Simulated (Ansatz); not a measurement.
**CHI3: basis-set convergence**

An exercise on one series of results from a longer session: the logs are not shown, and one member is left open.

Method: one geometry, several basis sets; program: Ansatz 0.2.0, Gaussian basis.

The runs, in order: PBE0-D4/def2-SVP; ωB97M-V/def2-SVP; PBE0-D4/def2-QZVPP; ωB97M-V/def2-QZVPP; the functionals' def2-TZVPP values are taken from earlier runs.

### Structure used throughout

All runs share one geometry, relaxed beforehand with PBE0-D4 in a triple-zeta def2 set. I takes the def2 core potential; no spin-orbit term is included.

SMILES `IC(I)I`, 5 atoms, charge 0, spin multiplicity 1.

Atoms are counted from 1 here; the program's logs count them from 0.

Bond lengths: I1–C2 2.129 Å, C2–I3 2.129 Å, C2–I4 2.129 Å, C2–H5 1.083 Å. Angles: I1–C2–I3 112.7°, I1–C2–I4 112.7°, I1–C2–H5 106.0°, I3–C2–I4 112.7°, I3–C2–H5 106.0°, I4–C2–H5 106.0°.

Set-up of the first run:

File in.yaml:

```yaml
crystal:
  periodic: [false, false, false]
  atoms:
    - {symbol: I, position_ang: [-0.690204, 1.377791, 1.419992]}
    - {symbol: C, position_ang: [0.062287, 0.080123, -0.090838]}
    - {symbol: I, position_ang: [1.554310, -1.251553, 0.639411]}
    - {symbol: I, position_ang: [-1.484149, -0.923943, -1.155334]}
    - {symbol: H, position_ang: [0.557745, 0.717583, -0.813232]}
basis:
  gaussian: {orbitals: def2-SVP}
hamiltonian: {xc: pbe0, dispersion: d4}
output: {orbitals: {seedname: orbitals}}
```

The run is started by

```
ansatz run in.yaml --threads 4 --pin off --events-out ev --progress --plain --max-ram 10444MiB
```

Steps of the session up to this table: PBE0-D4 in def2-SVP; ωB97M-V in def2-SVP; PBE0-D4 in def2-QZVPP; ωB97M-V in def2-QZVPP.

One table of the session follows, with a row left open; its other results are not shown here.

It belongs to the step «Density functionals: the series». 

```
functional       basis  HOMO (eV)  LUMO (eV)
   PBE0-D4    def2-SVP      -7.17      -2.58
   PBE0-D4  def2-TZVPP      -7.24      -2.68
   PBE0-D4  def2-QZVPP          ?          ?
   ωB97M-V    def2-SVP      -9.25      -0.53
   ωB97M-V  def2-TZVPP      -9.33      -0.71
   ωB97M-V  def2-QZVPP      -9.35      -0.77
```

Q: Estimate the row for PBE0-D4, def2-QZVPP from the others.

**Answer.** HOMO (eV): -7.25; LUMO (eV): -2.72. In the column «HOMO (eV)» it lies between ωB97M-V, def2-SVP (-9.25) and PBE0-D4, def2-TZVPP (-7.24).
